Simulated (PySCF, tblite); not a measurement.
**C₆H₁₃OP: geometry, infrared bands and NMR shifts**

What infrared bands and NMR shifts should C₆H₁₃OP (`CCP(CO)C1CC1`) show?

Programs: tblite 0.8.0 and PySCF 2.14.0, with density-fitted response routines of our own. Each step states its level of theory. These are calculated values for one molecule in the gas phase, unless marked as measured. Atoms are numbered from 0 throughout.

**1. The molecule as given**

21 atoms, charge 0, multiplicity 1; geometry from: force field or distance geometry start.

Bonds of the start (Å): C0–C1 1.52, C1–P2 1.86, P2–C3 1.88, C3–O4 1.39, P2–C5 1.85, C5–C6 1.49, C6–C7 1.53, C7–C5 1.49, C0–H8 1.10, C0–H9 1.10, C0–H10 1.11, C1–H11 1.11, C1–H12 1.12, C3–H13 1.09, C3–H14 1.12, O4–H15 0.99, C5–H16 1.11, C6–H17 1.11, C6–H18 1.10, C7–H19 1.10, C7–H20 1.11.

**2. Relaxing the molecule with GFN2-xTB**

The job: settings as JSON, then the geometry in Å.

```
{"job": {"kind": "relax", "xc": "GFN2-xTB", "basis": "xTB"}, "charge": 0, "multiplicity": 1}
C      2.482300    -1.404700     0.230900
C      1.671800    -0.342500    -0.504200
P      0.185200     0.130700     0.515100
C      0.446400     1.946800     0.904100
O      0.749900     2.553900    -0.303700
C     -1.386000    -0.084100    -0.442500
C     -2.102300    -1.394400    -0.483300
C     -2.702100    -0.197000     0.252500
H      1.864500    -2.119100     0.797300
H      3.231800    -0.951400     0.888600
H      3.006600    -1.988200    -0.549000
H      1.378200    -0.662700    -1.521700
H      2.361900     0.528800    -0.595100
H     -0.404500     2.394300     1.421200
H      1.395700     2.012000     1.500600
H      0.003300     3.147900    -0.556300
H     -1.421600     0.486800    -1.391100
H     -1.813200    -2.240600     0.168700
H     -2.556800    -1.653900    -1.455700
H     -3.626400     0.161700    -0.230800
H     -2.773600    -0.307300     1.353800
```

Run with:

```bash
OMP_NUM_THREADS=1 python probes_run.py task.json out
```

The driver reads the jobs from task.json and runs them one after another.

**Question.** This job is followed by: GFN2-xTB harmonic vibrations, gas phase; GIAO PBE0/pcSseg-1 NMR shielding, non-relativistic, gas phase. Predict these results of the whole session: strongest single infrared mode (GFN2-xTB); zero-point energy (GFN2-xTB); 13C shifts against TMS (PBE0/pcSseg-1, means over atoms taken as alike); 1H shifts against TMS (PBE0/pcSseg-1, means over atoms taken as alike); 31P shifts against H3PO4 (PBE0/pcSseg-1); 17O shifts against H2O (PBE0/pcSseg-1); surface potential, 1st and 99th percentile.

As calculated:

| quantity | value |
| --- | --- |
| strongest single infrared mode (GFN2-xTB) | 378 cm⁻¹, 122 km/mol |
| zero-point energy (GFN2-xTB) | 111.4 kcal/mol |
| 13C shifts against TMS (PBE0/pcSseg-1, means over atoms taken as alike) | 63.1, 19.6, 13.0, 6.4, 5.3 ppm |
| 1H shifts against TMS (PBE0/pcSseg-1, means over atoms taken as alike) | 4.12, 1.99, 1.19, 0.72, 0.47, 0.43, 0.36 ppm |
| 31P shifts against H3PO4 (PBE0/pcSseg-1) | -10.2 ppm |
| 17O shifts against H2O (PBE0/pcSseg-1) | 11.8 ppm |
| surface potential, 1st and 99th percentile | -1.48 V and 1.69 V |

What this shows: Relaxing lowered the energy by 1.004 eV in 117 steps; the close pair that moved most is C6–C7, from 1.528 to 1.492 Å. All 57 modes are real, so the xTB geometry is a minimum. The strongest single mode, at 378 cm⁻¹, moves mainly H15. GFN2-xTB is a fitted tight-binding method: band positions and strengths are rough. Its intensities can rank the bands wrongly. H13, H14 (mean) (hydrogen on an sp3 CH2 bonded to O and P) lies farthest downfield among hydrogen, at 4.12 ppm; its carbon carries O, hence the downfield position. At PBE0/pcSseg-1: The largest span, 103 ppm, is at O4, where the paramagnetic term is -67 ppm.
